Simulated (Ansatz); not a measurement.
# NaMoO2: the cost of one run

Program: Ansatz 0.2.0. Level of theory: DFT, at the levels named in each step. These are calculated values, not measurements.

**1. The starting structure**

Symmetry: R-3m, No. 166, trigonal system. Conventional cell: a = 3.234 Å, b = 3.234 Å, c = 15.658 Å, α = 90.00°, β = 90.00°, γ = 120.00°. Around Na (site symmetry -3m) lie 6 O at 2.42 Å. Around Mo (site symmetry -3m) lie 6 O at 2.15 Å. Around O (site symmetry 3m) lie 3 Mo at 2.15 Å and 3 Na at 2.42 Å.

As a file:

```
CELL_PARAMETERS angstrom
1.61678 0.93345 5.21932
-1.61678 0.93345 5.21932
0.00000 -1.86689 5.21932
ATOMIC_POSITIONS crystal
Na 0.50000 0.50000 0.50000
Mo 0.00000 0.00000 0.00000
O 0.26510 0.26510 0.26510
O 0.73490 0.73490 0.73490
```

Atoms are numbered in the order of the input: Na1, Mo2, O3, O4.

**2. No U, PAW**

The input, input.yaml:

```yaml
crystal:
  lattice:
    - [1.616775398, 0.9334457113, 5.2193168099]
    - [-1.616775398, 0.9334457113, 5.2193168099]
    - [0.0, -1.8668914225, 5.2193168099]
  atoms:
    - { symbol: Na, position: [0.5, 0.5, 0.5] }
    - { symbol: Mo, position: [0.0, 0.0, 0.0], spin: 1.5 }
    - { symbol: O, position: [0.26510395, 0.26510395, 0.26510395] }
    - { symbol: O, position: [0.73489605, 0.73489605, 0.73489605] }
magnetization:
  spin_polarized: true
kpoints:
  mp_grid: { grid: [9, 9, 9] }
scf:
  occupations: { method: fermi_dirac, width: 0.05 }
hamiltonian:
  xc: pbesol
  pseudopotentials: { kind: paw }
output:
  forces: true
  stress: true
  eigenvalues: true
  hubbard: { sites: [{ species: Mo, l: d }] }
  populations: true
```

The run is started by

```sh
$ ansatz run input.yaml --threads 2 --pin off --max-ram 6144MiB --backend cpu --events-out ev --progress --plain --runs-dir out
```

**Question.** How long does this run take on 2 threads of Arm Neoverse V2, shared host, and how much memory does it need?

About 16 s, with a peak of 0.7 GiB.
